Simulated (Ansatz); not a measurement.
The system is BiTe.

```
CELL_PARAMETERS angstrom
2.42271 1.39875 3.31729
-2.42271 1.39875 3.31729
0.00000 -2.79750 3.31729
ATOMIC_POSITIONS crystal
Bi 0.50000 0.50000 0.50000
Te 0.00000 0.00000 0.00000
```

The cell comes from a database or a generator and needn't be the stable form of this composition.

Base run:

```yaml
Program: Ansatz 0.2.0
Functional: LDA
Potentials_or_basis: Ansatz PAW
Cutoff: "420 eV (not typed: the program's choice for these potentials)"
k_mesh: 7 × 7 × 7
Occupations: fermi-dirac, width 0.05 eV
Spin: no spin polarisation
```

Its results: band gap on the k mesh none (metal or under the smearing width); pressure -3.4 GPa.

Task: The run is repeated on the same cell with these changes: functional from LDA to PBE. What comes out?

Result: Band gap on the k mesh none (metal or under the smearing width); pressure 0.2 GPa.

PBE binds less tightly than LDA, so the same cell stands under more pressure.

Caveats: spin-orbit coupling is left out, which moves the levels of the heavy elements; the PAW data sets come from PBE, with cores solved anew for the run's functional, which leaves a small shift of forces and pressure (some runs).
